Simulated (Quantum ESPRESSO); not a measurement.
The system is Ta4NiO11.

```xyz
16
Lattice="0.0000 4.8671 4.8671 4.8671 0.0000 4.8671 4.8671 4.8671 0.0000" Properties=species:S:1:pos:R:3 pbc="T T T"
Ta    3.6011    6.1333    3.6011
Ta    6.1333    6.1333    6.1333
Ta    6.1333    3.6011    3.6011
Ta    3.6011    3.6011    6.1333
Ni    0.0000    0.0000    0.0000
O     2.4336    2.4336    2.4336
O     6.3910    8.2105    6.3910
O     8.2105    8.2105    8.2105
O     8.2105    6.3910    6.3910
O     6.3910    6.3910    8.2105
O     6.8118    4.8671    4.8671
O     2.9225    4.8671    4.8671
O     4.8671    4.8671    6.8118
O     4.8671    4.8671    2.9225
O     4.8671    2.9225    4.8671
O     4.8671    6.8118    4.8671
```

The cell was built by a generator and needn't be a form met in nature.

Base run:

```yaml
Program: Quantum ESPRESSO 7.5
Functional: PBE
Potentials_or_basis: SG15 PBE 1.2
Cutoff: 1197 eV
Density_cutoff: 4789 eV
k_mesh: 4 × 4 × 4
Occupations: fermi-dirac, width 0.05 eV
Spin: collinear spin, ferromagnetic start
Starting_moments: "[0.0, 0.0, 0.0, 0.0, 1.0, 0.0, 0.0, 0.0, 0.0, 0.0, 0.0, 0.0, 0.0, 0.0, 0.0, 0.0] μB"
```

Its results: band gap on the k mesh none (metal or under the smearing width); pressure -1.1 GPa; net moment 1.03 μB per cell; site moments Ta -0.00; Ni +1.03; O -0.01, +0.00, -0.00 μB; largest force 0.148 eV/Å.

Task: After a change of settings the same cell gave: band gap on the k mesh none (metal or under the smearing width); pressure -5.8 GPa; net moment -0.15 μB per cell; site moments Ta +0.01; Ni +0.96; O -1.05, +0.01, -0.00 μB; largest force 0.304 eV/Å. Which change was it?
A. functional from PBE to LDA
B. potentials or basis from SG15 PBE 1.2 to PseudoDojo 0.4.1 SR PBE standard; cutoff from 1197 eV to 1333 eV; density cutoff from 4789 eV to 5333 eV; valence electrons from 192 to 136
C. functional from PBE to PBEsol

Result: C.

PBEsol binds more tightly than PBE, so the same cell stands under less pressure.

Caveats: some levels on the path didn't converge; semilocal functionals often make such compounds metallic where correlation or magnetic order opens a gap, which also shifts bond lengths; a cell with one magnetic atom can't hold antiferromagnetic order, which such compounds often take (some runs); the potentials were made for another functional, which shifts forces and pressure (some runs).

Not every run made on this cell is shown here.
